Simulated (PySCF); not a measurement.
# Changing the system itself: GaF3

One physical setting of the base script is moved in each run, with the edits that it forces.

The runs use PySCF 2.14.0; method and basis as typed in the scripts.

3 further runs of the same task are left out: 3 that didn't finish. Runs told in other sessions of the task aren't counted.

### Step 1. The starting structure

GaF3: 4 atoms, charge 0, spin multiplicity 1.

Bond lengths: Ga1–F2 1.724 Å, Ga1–F3 1.724 Å, Ga1–F4 1.724 Å. Angles: F2–Ga1–F3 120.0°, F2–Ga1–F4 120.0°, F3–Ga1–F4 120.0°.

As a file:

```xyz
4

Ga    0.0000    0.0000    0.0000
F     1.7243    0.0000    0.0000
F    -0.8621    1.4933    0.0000
F    -0.8622   -1.4933    0.0000
```

### Step 2. The base run

Contents of input.py:

```python
from pyscf import gto, dft

mol = gto.M(
    atom='Ga 0 0 0; F 1.7243 0 0; F -0.8621 1.4933 0; F -0.8622 -1.4933 0',
    basis='sbkjc',
    ecp={'Ga': 'sbkjc', 'F': 'sbkjc'},
    charge=0,
    spin=0,
    verbose=3,
)
mf = dft.UKS(mol, xc='b3lyp')
mf.kernel()
mf.dip_moment()
print('orbital energies (hartree):', [e[max(0, n-3):n+3].round(4) for e, n in zip(mf.mo_energy, mol.nelec)])
```

The run is started by

```sh
> OMP_NUM_THREADS=1 python input.py
```

Its log is not repeated here.

### Step 3. PCM, ε = 4.71

Run 1 changes solvent: none (gas phase) → PCM, ε = 4.71.

Edit input.py of step 2 so:

```diff
@@ -1,2 +1,2 @@
-from pyscf import gto, dft
+from pyscf import gto, dft, solvent
 
@@ -11,2 +11,4 @@
 mf = dft.UKS(mol, xc='b3lyp')
+mf = solvent.PCM(mf)
+mf.with_solvent.eps = 4.71
 mf.kernel()
```

### Step 4. Coordinates × 0.5

Run 2 changes geometry: coordinates × 1 → coordinates × 0.5.

Edit input.py of step 2 so:

```diff
@@ -3,3 +3,3 @@
 mol = gto.M(
-    atom='Ga 0 0 0; F 1.7243 0 0; F -0.8621 1.4933 0; F -0.8622 -1.4933 0',
+    atom='Ga 0 0 0; F 0.8621 0 0; F -0.431 0.7467 0; F -0.4311 -0.7467 0',
     basis='sbkjc',
```

Q: Predict the outcome of this session. Wanted: for each run, E(SCF); from base; SCF dipole.

**Answer**, as computed:

| run | E(SCF) (hartree) | from base (eV) | SCF dipole (D) |
| --- | --- | --- | --- |
| base | -331.016569 | 0 | 0.00 |
| PCM, ε = 4.71 | -331.028854 | -0.3343 | 0.00 |
| coordinates × 0.5 (poor choice) | -319.954699 | +301.0088 | 0.00 |

**Reading.** The largest comparable shift of the SCF energy, +301.009 eV, comes with the run “coordinates × 0.5”. A continuum solvent with ε = 4.71 lowers the energy by 0.334 eV. Rows marked «poor choice» come from settings spoiled on purpose.
